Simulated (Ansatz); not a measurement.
# ScPd: how the settings move a single-point run

Question: which choices in the input matter for ScPd?

Computed with Ansatz 0.2.0 (reference: DFT, PBEsol, all-electron LAPW, scalar-relativistic; levels and slopes on a fine mesh, independent-particle optical spectra, unless a step's input says otherwise).

**1. The starting structure**

It takes space group Pm-3m (No. 221, cubic). Conventional cell: a = 3.268 Å, b = 3.268 Å, c = 3.268 Å, α = 90.00°, β = 90.00°, γ = 90.00°. Sc (site symmetry m-3m) is surrounded by 8 Pd at 2.83 Å. Around Pd (site symmetry m-3m) lie 8 Sc at 2.83 Å.

As a file:

```cif
data_structure
_symmetry_space_group_name_H-M 'P 1'
_symmetry_Int_Tables_number 1
_cell_length_a 3.2678
_cell_length_b 3.2678
_cell_length_c 3.2678
_cell_angle_alpha 90.000
_cell_angle_beta 90.000
_cell_angle_gamma 90.000
_cell_volume 34.90
loop_
_atom_site_label
_atom_site_type_symbol
_atom_site_fract_x
_atom_site_fract_y
_atom_site_fract_z
_atom_site_occupancy
Sc1 Sc 0.50000 0.50000 0.50000 1
Pd1 Pd 0.00000 0.00000 0.00000 1
```

**2. Reference**

The input, input.yaml:

```yaml
crystal:
  lattice:
    - [3.26783509631, 0.0, 0.0]
    - [0.0, 3.26783509631, 0.0]
    - [0.0, 0.0, 3.26783509631]
  atoms:
    - { symbol: Sc, position: [0.5, 0.5, 0.5] }
    - { symbol: Pd, position: [0.0, 0.0, 0.0] }
kpoints:
  mp_grid: { grid: [12, 12, 12] }
scf:
  occupations: { method: fermi_dirac, width: 0.05 }
hamiltonian:
  xc: pbesol
  pseudopotentials: { kind: all_electron, lapw: { basis_error: 0.001 } }
output:
  forces: true
  stress: true
  eigenvalues: true
  eigenstates:
    nscf_kmesh: { grid: [16, 16, 16] }
    de_dk: true
    e_range: [-14, 14]
  optics:
    e_range: [0, 30]
    de: 0.2
    sigma: 0.25
    bands: { spectra_wanted_up_to: 30 }
    nscf_kmesh: { grid: [16, 16, 16] }
    drude_damping: 0.1
checkpoint:
  write: ck
  write_wavefunctions: false
```

The run is started by

```console
> ansatz run input.yaml --threads 1 --pin off --max-ram 3072MiB --backend cpu --events-out ev --progress --plain --runs-dir out
```

**3. Changing settings: occupations.method cold, occupations.width 0.1**

Edit input.yaml of step 2 so:

```diff
@@ -11,3 +11,3 @@
 scf:
-  occupations: { method: fermi_dirac, width: 0.05 }
+  occupations: { method: cold, width: 0.1 }
 hamiltonian:
```

Q: Predict the outcome of this session. Wanted: for each run, ending; energy change; pressure; gap; force.

The runs gave:

```csv
run,ending,energy change,pressure (GPa),gap (eV),force (eV/Å),cycles,time
reference,converged,0,0.0,0.00,0.00,-,2.1 min
"1: occupations.method cold, occupations.width 0.1",converged,-0.1 meV/atom (σ→0),0.0,0.00,0.00,12,2.1 min
```

Residual by cycle in the longest SCF loop of each run; runs are numbered as in the table. The quantity is the density residual dr2, in eV.

```csv
cycle,reference,run 1
1,9.44,9.33
2,5.51,5.46
3,1.98,1.94
4,0.197,0.187
5,0.0191,0.0156
6,8.2e-5,7.2e-5
7,3.2e-4,2.9e-4
8,7.0e-5,6.3e-5
9,9.3e-6,8.6e-6
10,6.7e-8,5.7e-8
11,8.0e-11,9.9e-11
12,8.1e-13,4.8e-13
```

**Reading.** Changing the smearing hardly moves the energy: -0.1 meV/atom.
